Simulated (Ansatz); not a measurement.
# AsH₂− (triplet): from Hartree-Fock to the top rungs, aug-cc-pVDZ

Aim: climb from Hartree-Fock through coupled cluster and multireference methods for AsH₂− (triplet) at one geometry and basis, and see what each rung misses.

Computed with Ansatz 0.2.0, Gaussian basis. Level: aug-cc-pVDZ, core rule «outside noble gas», up to 14 orbitals frozen.

The runs, in order: UHF; CCSD(T) on ROHF; CCSD(T) on UHF; BCCD(T) on ROHF; CISD; CCSDT(Q) on ROHF; CCSDT(Q) on UHF; CCSDTQ on ROHF; CASSCF and MRCISD+Q, 8 electrons in 6 orbitals; CASSCF and NEVPT2, 8 electrons in 6 orbitals.

3 further runs of the same task are left out: 3 set aside as unsound or not needed.

**1. The system**

The geometry is a PBE0/def2-TZVPD stationary point (not a proven minimum) of the parent state, kept for this charge and spin. No spin-orbit coupling is included. The filled d shell of As may be among the frozen orbitals whatever the setting's name suggests; the logs give the count.

3 atoms, charge -1, spin multiplicity 3.

Atoms are counted from 1 here; the program's logs count them from 0.

Bond lengths: As1–H2 1.540 Å, As1–H3 1.540 Å. Angles: H2–As1–H3 90.8°.

**2. UHF**

Contents of in.yaml:

```yaml
crystal:
  periodic: [false, false, false]
  atoms:
    - {symbol: As, position_ang: [0.000000, -0.028329, 0.000001]}
    - {symbol: H, position_ang: [0.000000, 1.052852, -1.097265]}
    - {symbol: H, position_ang: [0.000000, 1.052894, 1.097224]}
basis:
  gaussian: {orbitals: aug-cc-pVDZ}
total_charge: -1
magnetization: {spin_polarized: true, initial_magnetization: 2}
hamiltonian: {xc: hf}
output: {orbitals: {seedname: orbitals}}
```

Started as:

```sh
$ ansatz run in.yaml --threads 1 --pin off --events-out ev --progress --plain --max-ram 4096MiB --backend cpu
```

The runs that follow: CCSD(T) on ROHF; CCSD(T) on UHF; BCCD(T) on ROHF; CISD; CCSDT(Q) on ROHF; CCSDT(Q) on UHF; CCSDTQ on ROHF; CASSCF and MRCISD+Q, 8 electrons in 6 orbitals; CASSCF and NEVPT2, 8 electrons in 6 orbitals.

Q: Predict the results of all the runs planned. Wanted: RCCSDTQ below the RHF energy; RMP2 from RCCSDTQ; UMP2 from RCCSDTQ; RCCSD from RCCSDTQ; RCCSD(T) from RCCSDTQ; UCCSD(T) from RCCSDTQ; RCCSDT(Q) from RCCSDTQ; UCCSDT(Q) from RCCSDTQ; NEVPT2 valence from RCCSDTQ.

The runs gave:

| quantity | value |
| --- | --- |
| RCCSDTQ below the RHF energy | -4.0246 eV |
| RMP2 from RCCSDTQ | +19.21 kcal/mol |
| UMP2 from RCCSDTQ | +19.51 kcal/mol |
| RCCSD from RCCSDTQ | +3.42 kcal/mol |
| RCCSD(T) from RCCSDTQ | +0.64 kcal/mol |
| UCCSD(T) from RCCSDTQ | +0.59 kcal/mol |
| RCCSDT(Q) from RCCSDTQ | +0.02 kcal/mol |
| UCCSDT(Q) from RCCSDTQ | -0.05 kcal/mol |
| NEVPT2 valence from RCCSDTQ | +22.51 kcal/mol |
| MRCISD+Q valence from RCCSDTQ | +0.16 kcal/mol |
| levels within 1 kcal/mol (43 meV) | RCCSD(T), UCCSD(T), BCCD(T), RCCSDT, UCCSDT, RCCSDT(Q), UCCSDT(Q), MRCISD+Q valence |
| T1 diagnostic | 0.027 |
| effectively unpaired electrons | 2.00 |

In words: RCCSD(T) lands +0.64 kcal/mol from the yardstick (0.7 % of the correlation energy). One determinant dominates. Of the multireference levels listed MRCISD+Q valence comes nearest in total energy (+0.16 kcal/mol), which doesn't show that its space is the better one. These misses are within one basis, not against nature; the frozen cores of restricted and unrestricted runs differ, which can shift their rows. The highest orbital lies above zero: the basis alone holds the extra electron.
